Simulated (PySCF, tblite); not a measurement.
# CH₇F₃P₄Si₂: infrared bands and NMR shifts

What infrared bands and NMR shifts should CH₇F₃P₄Si₂ (`FC(F)(F)P1PP([SiH3])P1[SiH3]`) show?

Computed with tblite 0.8.0 and PySCF 2.14.0, with density-fitted response routines of our own, on a single molecule in the gas phase. Atoms count from 0, in the outputs and in this text.

### Step 1. The starting structure

17 atoms, charge 0, multiplicity 1; geometry from: GFN2-xTB.

Bonds of the start (Å): F0–C1 1.34, C1–F2 1.34, C1–F3 1.34, C1–P4 1.89, P4–P5 2.22, P5–P6 2.23, P6–Si7 2.26, P6–P8 2.22, P8–Si9 2.26, P8–P4 2.19, P5–H10 1.40, Si7–H11 1.47, Si7–H12 1.46, Si7–H13 1.47, Si9–H14 1.47, Si9–H15 1.46, Si9–H16 1.46.

### Step 2. Infrared spectrum with GFN2-xTB

The job: settings as JSON, then the geometry in Å.

```
{"job": {"kind": "ir", "xc": "GFN2-xTB", "basis": "xTB"}, "charge": 0, "multiplicity": 1}
F      2.596322    -2.612678     0.427044
C      2.066507    -1.584363    -0.249919
F      1.058601    -2.092335    -0.979701
F      2.992676    -1.165473    -1.118000
P      1.588701    -0.177042     0.914649
P     -0.090895    -1.135398     2.007357
P     -1.337515     0.494500     1.137725
Si    -2.827125    -0.682501    -0.094807
P      0.181152     0.808456    -0.448401
Si     0.790163     2.930984     0.050939
H     -0.360092    -2.096535     1.019869
H     -2.147242    -1.582101    -1.034346
H     -3.601268     0.339443    -0.799248
H     -3.615979    -1.433536     0.884991
H      0.869925     3.135130     1.500145
H     -0.264381     3.754146    -0.545177
H      2.093451     3.111334    -0.590565
```

**Question.** This job is followed by: GIAO PBE0/pcSseg-1 NMR shielding, non-relativistic, gas phase. Predict these results of the whole session: strongest single infrared mode (GFN2-xTB); zero-point energy (GFN2-xTB); ¹³C shifts against TMS (PBE0/pcSseg-1); ¹H shifts against TMS (PBE0/pcSseg-1, means over atoms taken as alike); ¹⁹F shifts against CFCl3 (PBE0/pcSseg-1, means over atoms taken as alike); ³¹P shifts against H3PO4 (PBE0/pcSseg-1); ²⁹Si shifts against TMS (PBE0/pcSseg-1).

The runs gave:

| quantity | value |
| --- | --- |
| strongest single infrared mode (GFN2-xTB) | 728 cm⁻¹, 750 km/mol |
| zero-point energy (GFN2-xTB) | 47.2 kcal/mol |
| ¹³C shifts against TMS (PBE0/pcSseg-1) | 142.5 ppm |
| ¹H shifts against TMS (PBE0/pcSseg-1, means over atoms taken as alike) | 5.46, 4.51, 4.41 ppm |
| ¹⁹F shifts against CFCl3 (PBE0/pcSseg-1, means over atoms taken as alike) | -75.5 ppm |
| ³¹P shifts against H3PO4 (PBE0/pcSseg-1) | -85.5, -146.3, -181.5, -247.7 ppm |
| ²⁹Si shifts against TMS (PBE0/pcSseg-1) | -55.3, -63.5 ppm |

All 45 modes are real, so the xTB geometry is a minimum. The strongest single mode, at 728 cm⁻¹, has its largest shares on H11, H13, H16 and H14 (the list is cut at 4 atoms). Unscaled tight-binding wavenumbers are off by several per cent, some by more. Its intensities can rank the bands wrongly. At PBE0/pcSseg-1: Shielding is most anisotropic at P8 (span 320 ppm, paramagnetic term -468 ppm).
